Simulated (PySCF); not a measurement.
# C2H6OS2Si: the cost of one run

Computed with PySCF 2.14.0, with density-fitted response routines of our own, on a single molecule in the gas phase. Atoms count from 0, in the outputs and in this text.

### 1 The molecule as given

12 atoms, charge 0, multiplicity 1; geometry from: GFN2-xTB. The atoms were then displaced at random by about 0.01 Å, so the start is not that level's minimum.

Bonds of the start (Å): C0–O1 1.40, O1–Si2 1.62, Si2–S3 2.21, S3–C4 1.84, C4–S5 1.81, S5–C0 1.79, C0–H6 1.09, C0–H7 1.08, Si2–H8 1.43, Si2–H9 1.44, C4–H10 1.07, C4–H11 1.10.

### 2 Geometry optimisation at PBE0-D3(BJ)/def2-SVP

Job settings and geometry (Å):

```
{"job": {"xc": "PBE0", "basis": "def2-SVP", "d3": "d3bj", "grid": 1, "shake": 0.01, "kind": "geom"}, "charge": 0, "multiplicity": 1}
C     -1.160220    -0.937940     0.293090
O     -1.386060     0.437960     0.164230
Si    -0.424540     1.590820    -0.443510
S      1.655250     1.211490     0.187720
C      1.547630    -0.625020     0.200810
S      0.279280    -1.327860     1.290260
H     -1.049150    -1.392570    -0.689390
H     -2.018440    -1.342810     0.807940
H     -0.410430     1.533880    -1.873890
H     -0.897240     2.769110     0.244640
H      1.388400    -0.990880    -0.792410
H      2.515220    -0.954470     0.601470
```

Started as:

```
> OMP_NUM_THREADS=1 python probes_run.py task.json out
```

One launch serves the whole session: the jobs run in the order shown.

Q: Estimate the wall time and peak memory of this first job on 1 thread of Arm Neoverse V1, shared host.

About 89 s, with a peak of 0.49 GiB.
